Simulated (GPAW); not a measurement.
# Ta4N3 (I4/mmm) in GPAW: band structure with LDA

Aim: the band structure of Ta4N3 with LDA.

Program: GPAW 26.7.0. These are calculated values, not measurements. Logs are shortened: lines on timing, memory, paths and dates and some standing lists are left out, and cuts for length are marked. The log counts tension as positive stress, the text compression.

## (1) The structure

Symmetry: I4/mmm, No. 139, tetragonal system. The conventional cell has a = 4.406 Å, b = 4.406 Å, c = 8.621 Å, α = 90.00°, β = 90.00°, γ = 90.00°. Ta (site symmetry 4mm) is surrounded by 5 N at 2.21 to 2.27 Å. Ta (site symmetry mmm) has 4 N at 2.16 to 2.20 Å as nearest neighbours. N (site symmetry -4m2) has 6 Ta at 2.16 to 2.21 Å as nearest neighbours. N (site symmetry 4/mmm) is surrounded by 6 Ta at 2.20 to 2.27 Å.

The cell comes from a database or a generator and needn't be the stable form of this composition.

## (2) Band structure, LDA

Input file run.py:

```python
from ase import Atoms
from ase.dft.bandgap import bandgap
from ase.io import write
from ase.units import GPa
from gpaw import GPAW, PW

atoms = Atoms(['Ta', 'Ta', 'Ta', 'Ta', 'N', 'N', 'N'],
              cell=[[-2.203196, 2.203196, 4.310613],
                    [2.203196, -2.203196, 4.310613],
                    [2.203196, 2.203196, -4.310613]],
              scaled_positions=[[0.73618, 0.73618, 0.0],
                                [0.5, 0.0, 0.5],
                                [0.26382, 0.26382, 0.0],
                                [0.0, 0.5, 0.5],
                                [0.25, 0.75, 0.5],
                                [0.0, 0.0, 0.0],
                                [0.75, 0.25, 0.5]],
              pbc=True)

calc = GPAW(mode=PW(800),
            xc='LDA',
            kpts={'size': (6, 6, 6), 'gamma': True},
            occupations={'name': 'fermi-dirac', 'width': 0.05},
            nbands=59,
            convergence={'density': 1e-05, 'energy': 1e-05},
            maxiter=150,
            txt='gpaw.txt')
atoms.calc = calc
energy = atoms.get_potential_energy()
forces = atoms.get_forces()
stress = atoms.get_stress()
calc.write('gs.gpw')
write('result.traj', atoms)
print(f'Energy: {energy:.6f} eV')
print('Forces (eV/A):')
print(forces.round(4))
print('Stress (GPa):', (stress / GPa).round(3))
print('Fermi level:', round(calc.get_fermi_level(), 4), 'eV')
print(f'Gap: {bandgap(calc)[0]:.4f} eV, direct: {bandgap(calc, direct=True)[0]:.4f} eV')

path = atoms.cell.bandpath('GXYSGZS1NPY1Z,XP', npoints=80, eps=1e-4)
bs_calc = calc.fixed_density(kpts=path, symmetry='off', nbands=82,
                             convergence={'bands': 'CBM+6.0', 'eigenstates': 1e-6}, txt='bands.txt')
bs = bs_calc.band_structure()
bs.write('bs.json')
print(f'Gap on the path: {bandgap(bs_calc)[0]:.4f} eV')
```

Potentials or basis: the program's PAW data sets (release 1.2.1) made for this functional, pw.

Started as:

```console
> OMP_NUM_THREADS=1 python run.py
```

gpaw.txt:

```text
__  _  _
 | _ |_)|_||  |
 |__||  | ||/\| - 26.7.0

Input parameters:
  mode=PW(ecut=800.0),
  convergence={'density': 1e-05, 'energy': 1e-05},
  kpts=MonkhorstPack(size=(6, 6, 6), gamma=True),
  maxiter=150,
  nbands=59,
  occupations=Occupations(name='fermi-dirac', width=0.05),
  xc=XC(name='LDA')

Diagonalizing LCAO Hamiltonian
Converting LCAO to pw mode

       Ta

         N
       Ta   N

         Ta
       N    Ta

Atoms  # Å, Bohr magnetons
|   | symbol |         x |         y |        z |    initial magnetic moments |
|---|--------|-----------|-----------|----------|-----------------------------|
| 0 |     Ta |  0.000000 | -0.000000 | 6.346774 | ( 0.0000,  0.0000,  0.0000) |
| 1 |     Ta |  0.000000 |  2.203196 | 0.000000 | ( 0.0000,  0.0000,  0.0000) |
| 2 |     Ta | -0.000000 |  0.000000 | 2.274452 | ( 0.0000,  0.0000,  0.0000) |
| 3 |     Ta |  2.203196 |  0.000000 | 0.000000 | ( 0.0000,  0.0000,  0.0000) |
| 4 |      N |  2.203196 |  0.000000 | 2.155307 | ( 0.0000,  0.0000,  0.0000) |
| 5 |      N |  0.000000 |  0.000000 | 0.000000 | ( 0.0000,  0.0000,  0.0000) |
| 6 |      N |  0.000000 |  2.203196 | 2.155307 | ( 0.0000,  0.0000,  0.0000) |

Unit cell  # Å
| periodic |         x |         y |         z |  lengths |     angles |
|----------|-----------|-----------|-----------|----------|------------|
|      yes | -2.203196 |  2.203196 |  4.310613 | 5.318790 | 131.058483 |
|      yes |  2.203196 | -2.203196 |  4.310613 | 5.318790 | 131.058483 |
|      yes |  2.203196 |  2.203196 | -4.310613 | 5.318790 |  71.720178 |

Number of symmetries: 16
Symmetry operations  # r_c * U_cc + t_c -> r_c
|    | kind |            matrix            |
|----|------|------------------------------|
|  0 |  σ   |  1, 1, 1,  0, 0,-1,  0,-1, 0 |
|  1 |  C4  |  1, 1, 1,  0, 0,-1, -1, 0, 0 |
|  2 |  E   |  1, 0, 0,  0, 1, 0,  0, 0, 1 |
|  3 |  σ   |  1, 0, 0,  0, 1, 0, -1,-1,-1 |
|  4 |  σ   |  0, 1, 0,  1, 0, 0,  0, 0, 1 |
|  5 |  C2  |  0, 1, 0,  1, 0, 0, -1,-1,-1 |
|  6 |  C2  |  0, 0, 1, -1,-1,-1,  1, 0, 0 |
|  7 |  S4  |  0, 0, 1, -1,-1,-1,  0, 1, 0 |
|  8 |  C4  |  0, 0,-1,  1, 1, 1,  0,-1, 0 |
|  9 |  σ   |  0, 0,-1,  1, 1, 1, -1, 0, 0 |
| 10 |  σ   |  0,-1, 0, -1, 0, 0,  1, 1, 1 |
| 11 |  C2  |  0,-1, 0, -1, 0, 0,  0, 0,-1 |
| 12 |  C2  | -1, 0, 0,  0,-1, 0,  1, 1, 1 |
| 13 |  i   | -1, 0, 0,  0,-1, 0,  0, 0,-1 |
| 14 |  S4  | -1,-1,-1,  0, 0, 1,  1, 0, 0 |
| 15 |  C2  | -1,-1,-1,  0, 0, 1,  0, 1, 0 |

BZ-sampling:
  Number of BZ points: 216
  Number of IBZ points: 30

  Monkhorst-Pack size: [6, 6, 6]
  Monkhorst-Pack shift: [0.08333333333333333, 0.08333333333333333, 0.08333333333333333]

K-points  # in reciprocal-cell coordinates
|     |                                coordinates |     weight |
|-----|--------------------------------------------|------------|
|   0 | (  0.00000000,   0.00000000,   0.00000000) | 0.00462963 |
|   1 | (  0.16666667,  -0.16666667,   0.00000000) | 0.01851852 |
|   2 | (  0.16666667,  -0.16666667,   0.16666667) | 0.01851852 |
|   3 | (  0.16666667,   0.00000000,   0.00000000) | 0.03703704 |
|   4 | (  0.16666667,   0.16666667,  -0.16666667) | 0.00925926 |
|   5 | (  0.33333333,  -0.33333333,   0.00000000) | 0.01851852 |
|   6 | (  0.33333333,  -0.33333333,   0.16666667) | 0.03703704 |
|   7 | (  0.33333333,  -0.33333333,   0.33333333) | 0.01851852 |
|   8 | (  0.33333333,  -0.16666667,   0.00000000) | 0.07407407 |
|   9 | (  0.33333333,  -0.16666667,   0.16666667) | 0.03703704 |
| ... |                                            |            |
|  29 | (  0.50000000,   0.50000000,   0.50000000) | 0.00462963 |

Plane wave coefficients: 4336
Cutoff: 800.0 eV

Spin-components: 1 (collinear spins)
Bands:           59
Projectors:      39
Spin-degeneracy: 2
Datatype:        complex128

Parallelization:
  kpt:    1
  domain: 1
  band:   1

Density:
  Valence electrons: 67.0
  Components: 1
  Grid points: [35 35 35]
  Charge: 0.0  # |e|

Potential:
  Grid points: [35 35 35]

species:
  Ta:
    name:    Tantalum
    Z:       73.0
    valence: 13
    core:    60
    charge:  0.0  # [|e|]
    compensation charges:
      type: gauss
      rc: 0.42  # [Å]
      lmax: 2
    cutoffs:
      filter: 2.36  # [Å]
      core: 3.45  # [Å]
    projectors
    | kind |    occ | energy [eV] | rcut [Å] |
    |------|--------|-------------|----------|
    |   5s |  2.000 |     -72.979 |    1.365 |
    |   6s |  2.000 |      -5.599 |    1.365 |
    |   5p |  6.000 |     -39.590 |    1.349 |
    |   6p |  0.000 |      -1.483 |    1.349 |
    |   5d |  3.000 |      -3.794 |    1.307 |
    |    d |        |      23.417 |    1.307 |

    Using partial waves for Ta as LCAO basis

  N:
    name:    Nitrogen
    Z:       7.0
    valence: 5
    core:    2
    charge:  0.0  # [|e|]
    compensation charges:
      type: gauss
      rc: 0.18  # [Å]
      lmax: 2
    cutoffs:
      filter: 1.11  # [Å]
      core: 0.96  # [Å]
    projectors
    | kind |    occ | energy [eV] | rcut [Å] |
    |------|--------|-------------|----------|
    |   2s |  2.000 |     -18.420 |    0.603 |
    |   2p |  3.000 |      -7.237 |    0.529 |
    |    s |        |       8.791 |    0.603 |
    |    p |        |      19.974 |    0.529 |
    |    d |        |       0.000 |    0.577 |

    Using partial waves for N as LCAO basis

Reference energy: -1700101.901657  # eV

eigensolver:
  PPCG
  Converge bands: occupied
  niter=2

density mixing:
  MSR1-Mixer
  Pratt-step length: 0.05
  Maximum mixing coefficient: 0.75
  Old densities: 10
  SVD Regularization: 0.005
  Good broyden scale: 1.0
  Trust region scale: 1.0
  Backstep threshold: 4.0
  History deletion threshold: 6.0
  Fourier metric: weight=20.0, sigma=0.015

occupation numbers:
  Fermi-Dirac:
    width: 0.0500  # eV

poisson solver:
  ecut: 6400.0  # eV

xc functional:
  name: None

convergence criteria:
- Maximum integral of absolute [dens]ity change: 1e-05 electrons / valence electron
- Maximum [total energy] change in last 3 cyles: 1e-05 eV / valence electron
- Maximum integral of absolute [eigenst]ate change: 4e-08 eV^2 / valence electron
maximum number of iterations: 150

SCF iterations
|iter     | |      energy | eigst |  dens |
|---------|-|-------------|-------|-------|
|iter:   1| |  -84.323343 | +0.27 |       |
|iter:   2| |  -82.907456 | -1.75 | -1.00 |
|iter:   3| |  -79.468167 | -0.84 | -1.06 |
|iter:   4| |  -79.361796 | -2.15 | -1.63 |
|iter:   5| |  -79.372846 | -2.94 | -1.90 |
|iter:   6| |  -79.360634 | -3.37 | -2.13 |
|iter:   7| |  -79.360792 | -4.15 | -2.54 |
|iter:   8| |  -79.360730c| -5.23 | -3.38 |
|iter:   9| |  -79.360736c| -6.25 | -3.69 |
|iter:  10| |  -79.360736c| -7.34 | -4.13 |
|iter:  11| |  -79.360736c| -7.52c| -4.75 |
|iter:  12| |  -79.360736c| -8.38c| -5.64c|

Converged in 12 steps
Energy contributions relative to reference atoms: (reference = -1700101.901657)

Energy contributions:
  Kinetic:          38.208542
  Coulomb:         -44.144275
  Zero:             -0.753209
  External:          0.000000
  Xc:              -72.664157
  Entropy:          -0.015272
  Spinorbit:         0.000000
  ----------------------------
  Free energy:     -79.368372
  Extrapolated:    -79.360736

dipole moment: (-21.301461, -21.301461, -10.701596)  # |e|*Ang

Fermi level: 13.675
Eigenvalues  # (at kpt = [0.000, 0.000, 0.000])
| band index |      eig [eV] | occ [0-2] |
|------------|---------------|-----------|
|          0 |       -55.036 |     2.000 |
|        ... |               |           |
|         27 |         9.570 |     2.000 |
|         28 |         9.958 |     2.000 |
|         29 |         9.958 |     2.000 |
|         30 |        12.473 |     2.000 |
|         31 |        12.473 |     2.000 |
|         32 |        12.804 |     2.000 |
[... 8 lines left out ...]
|         41 |        17.432 |     0.000 |
|         42 |        17.464 |     0.000 |
|        ... |               |           |
|         58 |        27.800 |     0.000 |

No gap
No difference between direct/indirect transitions

Forces  # eV/Ang
|        x |        y |        z |
|----------|----------|----------|
|  0.00000 |  0.00000 |  0.33489 |  # Ta   0
|  0.00000 |  0.00000 |  0.00000 |  # Ta   1
|  0.00000 | -0.00000 | -0.33489 |  # Ta   2
|  0.00000 |  0.00000 | -0.00000 |  # Ta   3
| -0.00000 | -0.00000 |  0.00000 |  # N    4
| -0.00000 |  0.00000 | -0.00000 |  # N    5
|  0.00000 |  0.00000 |  0.00000 |  # N    6

Stress tensor  # eV/Ang^3
|         x |         y |         z |
|-----------|-----------|-----------|
|  0.108794 | -0.000000 | -0.000000 |
| -0.000000 |  0.108794 | -0.000000 |
| -0.000000 | -0.000000 |  0.105088 |

# Writing to gs.gpw (mode='')
```

Run time: 8.8 min. Hardware: 1 thread of Arm Neoverse V2, shared host; peak memory 1 GiB.

Results:

```yaml
Free_energy: -79.3684 eV
Pressure: -17.2 GPa
Largest_force: 0.335 eV/Å
Band_gap_along_the_path: none (metal or under the smearing width)
```

Forces on the atoms (eV/Å):
```
Ta   0.000  0.000  0.335
Ta   0.000  0.000  0.000
Ta   0.000  0.000 -0.335
Ta   0.000  0.000  0.000
N    0.000  0.000  0.000
N    0.000  0.000  0.000
N    0.000  0.000  0.000
```

Levels at the corners of the path, in eV from the Fermi level:
| point | band 30 | band 31 | band 32 | band 33 | band 34 | band 35 | band 36 | band 37 |
| --- | --- | --- | --- | --- | --- | --- | --- | --- |
| Γ | -3.72 | -1.20 | -1.20 | -0.87 | -0.59 | -0.59 | 0.83 | 0.93 |
| X | -1.87 | -1.56 | -1.55 | 1.20 | 1.25 | 1.31 | 2.13 | 2.23 |
| Y | -2.38 | -1.62 | -1.14 | -0.51 | 0.90 | 1.38 | 2.06 | 2.44 |
| S | -3.54 | -1.73 | -1.56 | -0.52 | -0.45 | 0.89 | 1.78 | 1.83 |
| Γ | -3.72 | -1.20 | -1.20 | -0.87 | -0.59 | -0.59 | 0.83 | 0.93 |
| Z | -3.83 | -3.83 | -3.53 | -2.68 | 0.77 | 0.77 | 1.45 | 2.33 |
| S1 | -3.54 | -1.73 | -1.56 | -0.52 | -0.45 | 0.89 | 1.78 | 1.83 |
| N | -2.62 | -1.56 | -1.24 | -0.44 | -0.02 | 0.60 | 1.03 | 1.27 |
| P | -1.75 | -1.63 | -1.37 | 1.47 | 1.47 | 1.85 | 1.93 | 2.04 |
| Y1 | -2.38 | -1.62 | -1.14 | -0.51 | 0.90 | 1.38 | 2.06 | 2.44 |
| Z | -3.83 | -3.83 | -3.53 | -2.68 | 0.77 | 0.77 | 1.45 | 2.33 |
| X | -1.87 | -1.56 | -1.55 | 1.20 | 1.25 | 1.31 | 2.13 | 2.23 |
| P | -1.75 | -1.63 | -1.37 | 1.47 | 1.47 | 1.85 | 1.93 | 2.04 |

Caveat: spin-orbit coupling is left out, which moves the levels of the heavy elements.
